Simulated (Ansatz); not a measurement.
Geometry optimisation, Ansatz, DFT PBEsol, scalar-relativistic, plane waves, PAW.

Input file:

```yaml
crystal:
  lattice:
    - [7.14, 0.0, 0.0]
    - [0.0, 7.14, 0.0]
    - [0.0, 0.0, 7.14]
  atoms:
    - { symbol: C, position: [0.5, 0.0, 0.0] }
    - { symbol: C, position: [0.625, 0.125, 0.125] }
    - { symbol: C, position: [0.75, 0.25, 0.0] }
    - { symbol: C, position: [0.875, 0.375, 0.125] }
    - { symbol: C, position: [0.75, 0.0, 0.25] }
    - { symbol: C, position: [0.875, 0.125, 0.375] }
    - { symbol: C, position: [0.0, 0.0, 0.0] }
    - { symbol: C, position: [0.125, 0.125, 0.125] }
    - { symbol: C, position: [0.25, 0.25, 0.0] }
    - { symbol: C, position: [0.375, 0.375, 0.125] }
    - { symbol: C, position: [0.5, 0.5, 0.0] }
    - { symbol: C, position: [0.625, 0.625, 0.125] }
    - { symbol: C, position: [0.75, 0.75, 0.0] }
    - { symbol: C, position: [0.875, 0.875, 0.125] }
    - { symbol: C, position: [0.25, 0.0, 0.25] }
    - { symbol: C, position: [0.375, 0.125, 0.375] }
    - { symbol: C, position: [0.5, 0.25, 0.25] }
    - { symbol: C, position: [0.625, 0.375, 0.375] }
    - { symbol: C, position: [0.75, 0.5, 0.25] }
    - { symbol: C, position: [0.5, 0.0, 0.5] }
    - { symbol: C, position: [0.625, 0.125, 0.625] }
    - { symbol: C, position: [0.75, 0.25, 0.5] }
    - { symbol: C, position: [0.875, 0.375, 0.625] }
    - { symbol: C, position: [0.75, 0.0, 0.75] }
    - { symbol: C, position: [0.875, 0.125, 0.875] }
    - { symbol: C, position: [0.0, 0.5, 0.0] }
    - { symbol: C, position: [0.125, 0.625, 0.125] }
    - { symbol: C, position: [0.25, 0.75, 0.0] }
    - { symbol: C, position: [0.375, 0.875, 0.125] }
    - { symbol: C, position: [0.0, 0.25, 0.25] }
    - { symbol: C, position: [0.125, 0.375, 0.375] }
    - { symbol: C, position: [0.25, 0.5, 0.25] }
    - { symbol: C, position: [0.375, 0.625, 0.375] }
    - { symbol: C, position: [0.5, 0.75, 0.25] }
    - { symbol: C, position: [0.625, 0.875, 0.375] }
    - { symbol: C, position: [0.0, 0.0, 0.5] }
    - { symbol: C, position: [0.125, 0.125, 0.625] }
    - { symbol: C, position: [0.25, 0.25, 0.5] }
    - { symbol: C, position: [0.375, 0.375, 0.625] }
    - { symbol: C, position: [0.5, 0.5, 0.5] }
    - { symbol: C, position: [0.625, 0.625, 0.625] }
    - { symbol: C, position: [0.75, 0.75, 0.5] }
    - { symbol: C, position: [0.875, 0.875, 0.625] }
    - { symbol: C, position: [0.25, 0.0, 0.75] }
    - { symbol: C, position: [0.375, 0.125, 0.875] }
    - { symbol: C, position: [0.5, 0.25, 0.75] }
    - { symbol: C, position: [0.625, 0.375, 0.875] }
    - { symbol: C, position: [0.75, 0.5, 0.75] }
    - { symbol: C, position: [0.875, 0.625, 0.875] }
    - { symbol: C, position: [0.0, 0.75, 0.25] }
    - { symbol: C, position: [0.125, 0.875, 0.375] }
    - { symbol: "N", position: [-0.125, 0.625, 0.375] }
    - { symbol: C, position: [0.125, 0.625, 0.625] }
    - { symbol: C, position: [0.25, 0.75, 0.5] }
    - { symbol: C, position: [0.375, 0.875, 0.625] }
    - { symbol: C, position: [0.0, 0.25, 0.75] }
    - { symbol: C, position: [0.125, 0.375, 0.875] }
    - { symbol: C, position: [0.25, 0.5, 0.75] }
    - { symbol: C, position: [0.375, 0.625, 0.875] }
    - { symbol: C, position: [0.5, 0.75, 0.75] }
    - { symbol: C, position: [0.625, 0.875, 0.875] }
    - { symbol: C, position: [0.0, 0.75, 0.75] }
    - { symbol: C, position: [0.125, 0.875, 0.875] }
total_charge: 1
basis:
  ecutwfc: 420.0
kpoints:
  mp_grid: { grid: [2, 2, 2] }
hamiltonian:
  xc: pbesol
  pseudopotentials: { kind: paw, azcp: { folder: soft_1 } }
scf:
  occupations: { method: gaussian, width: 0.05 }
  lower_state_search: "off"
relax:
  f_tol: 0.03
  max_steps: 60
  adjacent_minimum: "off"
output:
  write_density: true
  write_potential: true
  elf: true
  volumetric_format: npy
```

Command:

```bash
$ ansatz run input.yaml --threads 4 --pin off --max-ram 10240MiB --backend cpu --events-out ev --progress --plain --runs-dir out
```

Task: Where does it end, and by what steps?

Result: The run converged. Limits of this set-up: PAW files made for another functional, no spin, though dangling bonds at a vacancy may carry it, a typed lattice constant that wasn't relaxed here, charged cell in a uniform background, uncorrected. After 4 steps the energy has fallen by 1.076 eV; N52 moved furthest, 0.14 Å.

```tsv
step	energy less start (eV)	largest force component (eV/Å)	accepted
0	0.0000	2.170	yes
1	-0.8293	0.818	yes
2	-1.0490	0.267	yes
3	-1.0757	0.033	yes
4	-1.0761	0.010	yes
```

```xyz
63
Lattice="7.1400 0.0000 0.0000 0.0000 7.1400 0.0000 0.0000 0.0000 7.1400" Properties=species:S:1:pos:R:3
C 3.569 0.001 -0.001
C 4.463 0.898 0.893
C 5.358 1.793 0.006
C 6.253 2.699 0.907
C 5.352 0.010 1.782
C 6.251 0.895 2.681
C -0.004 0.002 -0.002
C 0.898 0.888 0.892
C 1.786 1.784 0.005
C 2.682 2.672 0.892
C 3.568 3.574 -0.002
C 4.450 4.471 0.880
C 5.352 5.358 -0.010
C 6.239 6.260 0.880
C 1.777 -0.006 1.788
C 2.686 0.884 2.674
C 3.576 1.793 1.788
C 4.477 2.699 2.683
C 5.353 3.614 1.783
C 3.568 0.002 3.566
C 4.462 0.888 4.468
C 5.384 1.807 3.564
C 6.206 2.593 4.547
C 5.358 -0.006 5.347
C 6.244 0.884 6.256
C 0.000 3.570 0.003
C 0.871 4.457 0.907
C 1.777 5.352 0.006
C 2.672 6.247 0.893
C -0.006 1.807 1.814
C 0.977 2.593 2.636
C 1.763 3.576 1.814
C 2.675 4.459 2.681
C 3.560 5.358 1.782
C 4.450 6.260 2.669
C 0.000 -0.003 3.570
C 0.893 0.883 4.463
C 1.782 1.788 3.581
C 2.687 2.677 4.463
C 3.573 3.570 3.570
C 4.477 4.457 4.441
C 5.353 5.357 3.526
C 6.253 6.233 4.441
C 1.786 -0.005 5.356
C 2.679 0.891 6.249
C 3.575 1.784 5.356
C 4.462 2.672 6.252
C 5.384 3.576 5.333
C 6.251 4.459 6.245
C -0.044 5.357 1.783
C 0.871 6.233 2.683
N -0.971 4.541 2.599
C 0.977 4.504 4.547
C 1.763 5.326 3.564
C 2.682 6.248 4.468
C 0.011 1.788 5.352
C 0.893 2.677 6.257
C 1.782 3.559 5.352
C 2.686 4.466 6.256
C 3.576 5.352 5.347
C 4.463 6.247 6.242
C -0.006 5.326 5.333
C 0.898 6.248 6.252
```

Whether the end is a true minimum wasn't checked by a vibrational analysis.

Time of the run: 28 s on 4 threads of Arm Neoverse V1 (shared host), peak memory 1.7 GiB.
